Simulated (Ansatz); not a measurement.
# Na (hcp type): a single-point run

The task is a single-point run on Na (hcp type). The structure is shown as the input types it.

Program: Ansatz 0.2.0. Level of theory: DFT, PBEsol, norm-conserving pseudopotentials, Ansatz's default files, scalar-relativistic. These are calculated values, not measurements.

2 further runs of the same task are left out: 2 that didn't finish. Runs told in other sessions of the task aren't counted.

## 1. The structure to begin with

Symmetry: P6_3/mmc, No. 194, hexagonal system. Conventional cell: a = 2.746 Å, b = 2.746 Å, c = 4.461 Å, α = 90.00°, β = 90.00°, γ = 120.00°. Na (site symmetry -6m2) is surrounded by 12 Na at 2.74 to 2.75 Å.

As a file:

```cif
data_structure
_symmetry_space_group_name_H-M 'P 1'
_symmetry_Int_Tables_number 1
_cell_length_a 2.7465
_cell_length_b 2.7465
_cell_length_c 4.4605
_cell_angle_alpha 90.000
_cell_angle_beta 90.000
_cell_angle_gamma 120.000
_cell_volume 29.14
loop_
_atom_site_label
_atom_site_type_symbol
_atom_site_fract_x
_atom_site_fract_y
_atom_site_fract_z
_atom_site_occupancy
Na1 Na 0.33333 0.66667 0.25000 1
Na2 Na 0.66667 0.33333 0.75000 1
```

## 2. Running it

Contents of input.yaml:

```yaml
crystal:
  lattice:
    - [2.7464839438, 0.0, 0.0]
    - [-1.3732419719, 2.3785248665, 0.0]
    - [0.0, 0.0, 4.4605455092]
  atoms:
    - { symbol: Na, position: [0.3333333333, 0.6666666667, 0.25] }
    - { symbol: Na, position: [0.6666666667, 0.3333333333, 0.75] }
kpoints:
  mp_grid: { grid: [12, 12, 7] }
scf:
  occupations: { method: fermi_dirac, width: 0.08 }
  max_iter: 100
hamiltonian:
  xc: pbesol
  pseudopotentials: { kind: nc }
output:
  forces: true
  stress: true
  eigenvalues: true
magnetization:
  spin_polarized: true
  initial_magnetization: 15
```

Command:

```bash
$ ansatz run input.yaml --threads 1 --pin off --max-ram 2048MiB --backend cpu --events-out ev --progress --plain --runs-dir out
```

What happens when this is run?

The program finished normally, with warnings (seeded moment not kept). It gives a pressure of 40 GPa, which is large; a structure far from rest gives such values too, whatever the setting.

In the input, magnetization.spin_polarized is true; magnetization.initial_magnetization is 15. A typed moment is only a start; here the run ends at the energy of the run without it (within 1 meV an atom), so the result stands.

No remedy is needed.
